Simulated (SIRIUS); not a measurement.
# NiMoIrPdW (P3m1) in SIRIUS: convergence with gk cutoff

Aim: find how far gk cutoff must go before the results for NiMoIrPdW settle, at PBEsol. This setting moves, with any that are tied to it; all else stays.

Program: SIRIUS 7.12.0. These are calculated values, not measurements. Logs are shortened: lines on timing, memory, paths and dates and some standing lists are left out, and cuts for length are marked. The log counts tension as positive stress, the text compression.

### 1 The crystal as given

It takes space group P3m1 (No. 156, trigonal). The conventional cell has a = 4.147 Å, b = 4.147 Å, c = 5.416 Å, α = 90.00°, β = 90.00°, γ = 120.00°. Ni (site symmetry 3m) is surrounded by 3 W at 2.40 Å and 3 Ir at 2.71 Å. Mo (site symmetry 3m) has 1 W at 2.49 Å and 3 Ir at 2.64 Å and 3 Pd at 2.85 Å as nearest neighbours. Pd (site symmetry 3m) has 2 Ir at 2.65 to 2.76 Å and 3 W at 2.76 Å and 3 Ni at 2.82 Å and 3 Mo at 2.85 Å as nearest neighbours. Ir (site symmetry 3m) has 3 Mo at 2.64 Å and 2 Pd at 2.65 to 2.76 Å and 3 Ni at 2.71 Å and 3 W at 2.77 Å as nearest neighbours. W (site symmetry 3m) is surrounded by 3 Ni at 2.40 Å and 1 Mo at 2.49 Å.

The cell was built by a generator and needn't be a form met in nature.

### 2 With gk cutoff 2.28 1/bohr

Contents of sirius.json:

```json
{
  "control": {
    "processing_unit": "cpu",
    "std_evp_solver_name": "lapack",
    "gen_evp_solver_name": "lapack",
    "verbosity": 2,
    "print_forces": true,
    "ortho_rf": true,
    "use_second_variation": true,
    "rmt_max": 3.0,
    "num_bands_to_print": 24,
    "save_wf": true
  },
  "parameters": {
    "electronic_structure_method": "full_potential_lapwlo",
    "xc_functionals": ["XC_GGA_X_PBE_SOL", "XC_GGA_C_PBE_SOL"],
    "core_relativity": "dirac",
    "valence_relativity": "iora",
    "num_fv_states": 85,
    "smearing": "fermi_dirac",
    "smearing_width": 0.0018374661,
    "pw_cutoff": 20,
    "gk_cutoff": 2.28,
    "lmax_apw": 10,
    "lmax_rho": 8,
    "lmax_pot": 8,
    "num_mag_dims": 1,
    "auto_rmt": 0,
    "ngridk": [2, 2, 2],
    "shiftk": [0, 0, 0],
    "num_dft_iter": 80,
    "energy_tol": 1e-07,
    "density_tol": 1e-05,
    "use_symmetry": true
  },
  "settings": {"tol_ne": 1e-10},
  "iterative_solver": {"type": "exact"},
  "mixer": {"type": "anderson", "beta": 0.4, "max_history": 8},
  "unit_cell": {
    "lattice_vectors": [[7.836127321, 0.0, 0.0], [-3.9180636605, 6.7862899724, -0.0], [0.0, -0.0, 10.2353047115]],
    "atom_types": ["Ir", "Mo", "Ni", "Pd", "W"],
    "atom_files": {"Ir": "Ir.json", "Mo": "Mo.json", "Ni": "Ni.json", "Pd": "Pd.json", "W": "W.json"},
    "atoms": {
      "Ir": [[0.33333, 0.66667, 0.25641, 0.0, 0.0, 0.6]],
      "Mo": [[0.66667, 0.33333, 0.45996, 0.0, 0.0, 1.0]],
      "Ni": [[0.0, 0.0, 0.02221, 0.0, 0.0, 1.0]],
      "Pd": [[0.33333, 0.66667, 0.74601, 0.0, 0.0, 0.0]],
      "W": [[0.66667, 0.33333, 0.99985, 0.0, 0.0, 0.0]]
    }
  }
}
```

Contents of Ir.json:

```json
{
  "name": "iridium",
  "symbol": "Ir",
  "number": 77,
  "mass": 192.217,
  "rmin": 1e-06,
  "rmt": 2.34,
  "nrmt": 800,
  "rinf": 13.6,
  "core": "1s2s2p3s3p3d4s4p4d",
  "valence": [
    {"basis": [{"enu": 0.27, "dme": 0, "n": 0, "auto": 0}, {"enu": 0.27, "dme": 1, "n": 0, "auto": 0}]},
[... 30 lines left out ...]
    {"l": 3, "basis": [{"enu": 0.37, "dme": 0, "n": 0, "auto": 0}, {"enu": 0.37, "dme": 1, "n": 0, "auto": 0}]},
    {
      "l": 3,
      "basis": [{"enu": -1.6996, "dme": 0, "n": 4, "auto": 1}, {"enu": -1.6996, "dme": 1, "n": 4, "auto": 1}]
    },
    {
      "l": 3,
      "basis": [{"enu": -1.6996, "dme": 1, "n": 4, "auto": 1}, {"enu": 0.37, "dme": 0, "n": 0, "auto": 0}]
    },
    {"l": 3, "basis": [{"enu": 0.37, "dme": 0, "n": 0, "auto": 0}, {"enu": 4.607, "dme": 0, "n": 0, "auto": 0}]},
    {"l": 4, "basis": [{"enu": 0.37, "dme": 0, "n": 0, "auto": 0}, {"enu": 0.37, "dme": 1, "n": 0, "auto": 0}]},
    {"l": 4, "basis": [{"enu": 0.37, "dme": 0, "n": 0, "auto": 0}, {"enu": 3.8765, "dme": 0, "n": 0, "auto": 0}]}
  ],
  "free_atom": [... radial grid and density of the free atom, the start of the SCF ...]
}
```

Contents of Mo.json:

```json
{
  "name": "molybdenum",
  "symbol": "Mo",
  "number": 42,
[... 25 lines left out ...]
    {
      "l": 1,
      "basis": [{"enu": -0.9013, "dme": 0, "n": 4, "auto": 1}, {"enu": -0.9013, "dme": 1, "n": 4, "auto": 1}]
    },
    {
      "l": 1,
      "basis": [{"enu": -0.9013, "dme": 1, "n": 4, "auto": 1}, {"enu": 0.37, "dme": 0, "n": 0, "auto": 0}]
    },
    {"l": 1, "basis": [{"enu": 0.37, "dme": 0, "n": 0, "auto": 0}, {"enu": 4.0046, "dme": 0, "n": 0, "auto": 0}]},
    {"l": 2, "basis": [{"enu": 0.37, "dme": 0, "n": 0, "auto": 0}, {"enu": 0.37, "dme": 1, "n": 0, "auto": 0}]},
    {"l": 2, "basis": [{"enu": 0.37, "dme": 1, "n": 0, "auto": 0}, {"enu": 0.37, "dme": 2, "n": 0, "auto": 0}]},
    {"l": 2, "basis": [{"enu": 0.37, "dme": 0, "n": 0, "auto": 0}, {"enu": 3.4515, "dme": 0, "n": 0, "auto": 0}]},
    {"l": 3, "basis": [{"enu": 0.37, "dme": 0, "n": 0, "auto": 0}, {"enu": 0.37, "dme": 1, "n": 0, "auto": 0}]},
    {"l": 3, "basis": [{"enu": 0.37, "dme": 0, "n": 0, "auto": 0}, {"enu": 3.807, "dme": 0, "n": 0, "auto": 0}]}
  ],
  "free_atom": [... radial grid and density of the free atom, the start of the SCF ...]
}
```

Contents of Ni.json:

```json
{
  "name": "nickel",
  "symbol": "Ni",
  "number": 28,
  "mass": 58.6934,
  "rmin": 1e-06,
  "rmt": 2.12,
  "nrmt": 800,
  "rinf": 14.89,
  "core": "1s2s2p",
  "valence": [
[... 22 lines left out ...]
    {
      "l": 1,
      "basis": [{"enu": -2.0309, "dme": 1, "n": 3, "auto": 1}, {"enu": 0.37, "dme": 0, "n": 0, "auto": 0}]
    },
    {"l": 1, "basis": [{"enu": 0.37, "dme": 0, "n": 0, "auto": 0}, {"enu": 4.464, "dme": 0, "n": 0, "auto": 0}]},
    {"l": 2, "basis": [{"enu": 0.359, "dme": 0, "n": 0, "auto": 0}, {"enu": 0.359, "dme": 1, "n": 0, "auto": 0}]},
    {"l": 2, "basis": [{"enu": 0.359, "dme": 1, "n": 0, "auto": 0}, {"enu": 0.359, "dme": 2, "n": 0, "auto": 0}]},
    {"l": 2, "basis": [{"enu": 0.359, "dme": 0, "n": 0, "auto": 0}, {"enu": 3.83, "dme": 0, "n": 0, "auto": 0}]},
    {"l": 3, "basis": [{"enu": 0.37, "dme": 0, "n": 0, "auto": 0}, {"enu": 0.37, "dme": 1, "n": 0, "auto": 0}]},
    {"l": 3, "basis": [{"enu": 0.37, "dme": 0, "n": 0, "auto": 0}, {"enu": 4.2415, "dme": 0, "n": 0, "auto": 0}]}
  ],
  "free_atom": [... radial grid and density of the free atom, the start of the SCF ...]
}
```

Contents of Pd.json:

```json
{
  "name": "palladium",
  "symbol": "Pd",
  "number": 46,
[... 19 lines left out ...]
    {
      "l": 1,
      "basis": [{"enu": -1.3549, "dme": 0, "n": 4, "auto": 1}, {"enu": -1.3549, "dme": 1, "n": 4, "auto": 1}]
    },
    {
      "l": 1,
      "basis": [{"enu": -1.3549, "dme": 1, "n": 4, "auto": 1}, {"enu": 0.37, "dme": 0, "n": 0, "auto": 0}]
    },
    {"l": 1, "basis": [{"enu": 0.37, "dme": 0, "n": 0, "auto": 0}, {"enu": 4.0046, "dme": 0, "n": 0, "auto": 0}]},
    {"l": 2, "basis": [{"enu": 0.37, "dme": 0, "n": 0, "auto": 0}, {"enu": 0.37, "dme": 1, "n": 0, "auto": 0}]},
    {"l": 2, "basis": [{"enu": 0.37, "dme": 1, "n": 0, "auto": 0}, {"enu": 0.37, "dme": 2, "n": 0, "auto": 0}]},
    {"l": 2, "basis": [{"enu": 0.37, "dme": 0, "n": 0, "auto": 0}, {"enu": 3.4515, "dme": 0, "n": 0, "auto": 0}]},
    {"l": 3, "basis": [{"enu": 0.37, "dme": 0, "n": 0, "auto": 0}, {"enu": 0.37, "dme": 1, "n": 0, "auto": 0}]},
    {"l": 3, "basis": [{"enu": 0.37, "dme": 0, "n": 0, "auto": 0}, {"enu": 3.807, "dme": 0, "n": 0, "auto": 0}]}
  ],
  "free_atom": [... radial grid and density of the free atom, the start of the SCF ...]
}
```

Contents of W.json:

```json
{
  "name": "tungsten",
  "symbol": "W",
  "number": 74,
  "mass": 183.84,
  "rmin": 1e-06,
  "rmt": 2.34,
  "nrmt": 800,
  "rinf": 14.93,
  "core": "1s2s2p3s3p3d4s4p4d",
  "valence": [
    {"basis": [{"enu": 0.27, "dme": 0, "n": 0, "auto": 0}, {"enu": 0.27, "dme": 1, "n": 0, "auto": 0}]},
[... 30 lines left out ...]
    {"l": 3, "basis": [{"enu": 0.37, "dme": 0, "n": 0, "auto": 0}, {"enu": 0.37, "dme": 1, "n": 0, "auto": 0}]},
    {
      "l": 3,
      "basis": [{"enu": -0.6962, "dme": 0, "n": 4, "auto": 1}, {"enu": -0.6962, "dme": 1, "n": 4, "auto": 1}]
    },
    {
      "l": 3,
      "basis": [{"enu": -0.6962, "dme": 1, "n": 4, "auto": 1}, {"enu": 0.37, "dme": 0, "n": 0, "auto": 0}]
    },
    {"l": 3, "basis": [{"enu": 0.37, "dme": 0, "n": 0, "auto": 0}, {"enu": 4.607, "dme": 0, "n": 0, "auto": 0}]},
    {"l": 4, "basis": [{"enu": 0.37, "dme": 0, "n": 0, "auto": 0}, {"enu": 0.37, "dme": 1, "n": 0, "auto": 0}]},
    {"l": 4, "basis": [{"enu": 0.37, "dme": 0, "n": 0, "auto": 0}, {"enu": 3.8765, "dme": 0, "n": 0, "auto": 0}]}
  ],
  "free_atom": [... radial grid and density of the free atom, the start of the SCF ...]
}
```

Contents of sirius_start.json:

```json
{
  "control": {
    "processing_unit": "cpu",
    "std_evp_solver_name": "lapack",
    "gen_evp_solver_name": "lapack",
    "verbosity": 1,
    "print_forces": false,
    "ortho_rf": true,
    "use_second_variation": true,
    "rmt_max": 3.0,
    "num_bands_to_print": 24,
    "save_wf": false
  },
  "parameters": {
    "electronic_structure_method": "full_potential_lapwlo",
    "xc_functionals": ["XC_LDA_X", "XC_LDA_C_PW"],
    "core_relativity": "dirac",
    "valence_relativity": "iora",
    "num_fv_states": 85,
    "smearing": "fermi_dirac",
    "smearing_width": 0.0055123983,
    "pw_cutoff": 20,
    "gk_cutoff": 1.83,
    "lmax_apw": 10,
    "lmax_rho": 8,
    "lmax_pot": 8,
    "num_mag_dims": 1,
    "auto_rmt": 0,
    "ngridk": [1, 1, 1],
    "shiftk": [0, 0, 0],
    "num_dft_iter": 30,
    "energy_tol": 0.01,
    "density_tol": 0.05,
    "use_symmetry": true
  },
  "settings": {"tol_ne": 1e-10},
  "iterative_solver": {"type": "exact"},
  "mixer": {"type": "anderson", "beta": 0.4, "max_history": 8},
  "unit_cell": {
    "lattice_vectors": [[7.836127321, 0.0, 0.0], [-3.9180636605, 6.7862899724, -0.0], [0.0, -0.0, 10.2353047115]],
    "atom_types": ["Ir", "Mo", "Ni", "Pd", "W"],
    "atom_files": {"Ir": "Ir.json", "Mo": "Mo.json", "Ni": "Ni.json", "Pd": "Pd.json", "W": "W.json"},
    "atoms": {
      "Ir": [[0.33333, 0.66667, 0.25641, 0.0, 0.0, 0.6]],
      "Mo": [[0.66667, 0.33333, 0.45996, 0.0, 0.0, 1.0]],
      "Ni": [[0.0, 0.0, 0.02221, 0.0, 0.0, 1.0]],
      "Pd": [[0.33333, 0.66667, 0.74601, 0.0, 0.0, 0.0]],
      "W": [[0.66667, 0.33333, 0.99985, 0.0, 0.0, 0.0]]
    }
  }
}
```

Potentials or basis: all-electron FP-LAPW, apw+lo standard.

Command:

```bash
$ OMP_NUM_THREADS=2 sirius.scf --input=sirius_start.json --output=start.json
$ OMP_NUM_THREADS=2 sirius.scf --input=sirius.json --output=output.json --task=1
```

Standard output:

```text
[info] SIRIUS version : 7.12.0
[info] number of MPI ranks           : 1
[info] MPI grid                      : 1 1
[info] maximum number of OMP threads : 2
[fft] FFT context for density and potential
[fft] =====================================
[fft]   plane wave cutoff                     : 20
[fft]   grid size                             : 54 54 72   total : 209952
[fft]   grid limits                           : -26 27   -26 27   -35 36
[fft]   number of G-vectors within the cutoff : 73379
[fft]   number of G-shells                    : 9835
[fft] FFT context for coarse grid
[fft] =====================================
[fft]   plane wave cutoff                     : 4.56
[fft]   grid size                             : 15 15 18   total : 4050
[fft]   grid limits                           : -7 7   -7 7   -8 9
[fft]   number of G-vectors within the cutoff : 879
[fft]   number of G-shells                    : 146
[unit cell] lattice vectors
[unit cell]   a1 :       7.8361273210      0.0000000000      0.0000000000
[unit cell]   a2 :      -3.9180636605      6.7862899724     -0.0000000000
[unit cell]   a3 :       0.0000000000     -0.0000000000     10.2353047115
[unit cell] reciprocal lattice vectors
[unit cell]   b1 :       0.8018227691      0.4629322747      0.0000000000
[unit cell]   b2 :      -0.0000000000      0.9258645494      0.0000000000
[unit cell]   b3 :      -0.0000000000      0.0000000000      0.6138737912
[unit cell] unit cell volume :       544.29541121 [a.u.^3]
[unit cell] 1/sqrt(omega)    :         0.04286301
[unit cell] MT volume        :       242.67833963 (44.59%)
[unit cell] IT volume        :       301.61707158 (55.41%)
[unit cell] number of atom types : 5
[unit cell] type id : 0 symbol : Ir mt_radius :   2.340000 num_atoms : 1
[unit cell] type id : 1 symbol : Mo mt_radius :   2.250000 num_atoms : 1
[... 855 lines left out ...]
[find] --------------------------------------------------------------------------------
[find]    0   74.703413    6.036409e-07  [  0.00000,   0.00000,   0.00001]    0.000013
[find]    1   39.184276    5.036897e-06  [  0.00000,   0.00000,  -0.00000]    0.000003
[find]    2   26.611281    1.953206e-12  [  0.00000,   0.00000,   0.00000]    0.000001
[find]    3   43.936538    1.189144e-07  [  0.00000,   0.00000,   0.00001]    0.000007
[find]    4   71.332889    3.721386e-06  [  0.00000,   0.00000,   0.00000]    0.000003
[find] total core leakage    : 9.48084028e-06
[find] interstitial charge   : 11.231581
[find] interstitial moment   : [  0.00000,   0.00000,   0.00000], magnitude : 0.000005
[find] total charge          : 266.999979
[find] total moment          : [  0.00000,   0.00000,   0.00003], magnitude : 0.000027
[find] Energy
[find] --------------------------------------------------------------------------------
[find] valence_eval_sum               :     -94.05346875
[find] core_eval_sum                  :  -27060.06234985
[find] kinetic energy                 :   49559.94104329
[find] enuc                           :  -55489.38509076
[find] <rho|V^{XC}>                   :   -1303.21827177
[find] <rho|E^{XC}>                   :    -990.36198217
[find] <mag|B^{XC}>                   :      -0.00000000
[find] <rho|V^{H}>                    :  -75410.83859012
[find] smearing (-TS)                 :      -0.00096008
[find] SCF correction                 :      -0.00004741
[find] Total energy                   :  -44625.22537211 (Ha),  -89250.45074422 (Ry)
[find] Free energy (E-TS)             :  -44625.22633219 (Ha),  -89250.45266439 (Ry)
[find] band gap (eV)                  :       0.00000000
[find] Efermi                         :       0.36005872
[ground_state]
[ground_state] ==== total Forces in Ha/bohr =====
[ground_state] atom:    0, force:       0.0000033     -0.0000018     -0.0033392
[ground_state] atom:    1, force:      -0.0000047      0.0000030     -0.0494562
[ground_state] atom:    2, force:       0.0000023     -0.0000010      0.0042602
[ground_state] atom:    3, force:       0.0000021     -0.0000014      0.0075657
[ground_state] atom:    4, force:      -0.0000029      0.0000027      0.0422179
[ground_state] ==== contribution from density =====
[ground_state] atom:    0, force:      -0.0001110      0.0000694      0.1072009
[ground_state] atom:    1, force:       0.0000396     -0.0000182     -0.3809387
[ground_state] atom:    2, force:      -0.0000536      0.0000307     -0.1233828
[ground_state] atom:    3, force:      -0.0000573      0.0000351     -0.1414913
[ground_state] atom:    4, force:       0.0000034     -0.0000001      0.5422595
[ground_state] ==== contribution from Hartree potential =====
[ground_state] atom:    0, force:       0.0001354     -0.0000825     -0.1077656
[ground_state] atom:    1, force:      -0.0000568      0.0000280      0.5186726
[ground_state] atom:    2, force:       0.0000620     -0.0000357      0.1253453
[ground_state] atom:    3, force:       0.0000685     -0.0000413      0.1180144
[ground_state] atom:    4, force:      -0.0000278      0.0000153     -0.6617953
[ground_state] ==== contribution from IBS =====
[ground_state] atom:    0, force:      -0.0000212      0.0000114     -0.0027745
[ground_state] atom:    1, force:       0.0000125     -0.0000068     -0.1871901
[ground_state] atom:    2, force:      -0.0000060      0.0000040      0.0022977
[ground_state] atom:    3, force:      -0.0000091      0.0000049      0.0310427
[ground_state] atom:    4, force:       0.0000215     -0.0000125      0.1617537
```

Wall time 4.9 min (2 threads of Arm Neoverse V2, shared host); peak memory 1 GiB.

What came out:

```yaml
Free_energy: -1214314.2700 eV
Largest_force: 2.543 eV/Å
Band_gap_on_the_k_mesh: none (metal or under the smearing width)
Net_moment: 0.00 μB per cell
All_electrons_inside_the_program's_atomic_spheres: Ni 26.61; Mo 39.18; Pd 43.94; Ir 74.70; W 71.33 (radii Ir 2.34, Mo 2.25, Ni 2.12, Pd 2.25, W 2.34 bohr)
```

(Part 1 of 4 ends here.)
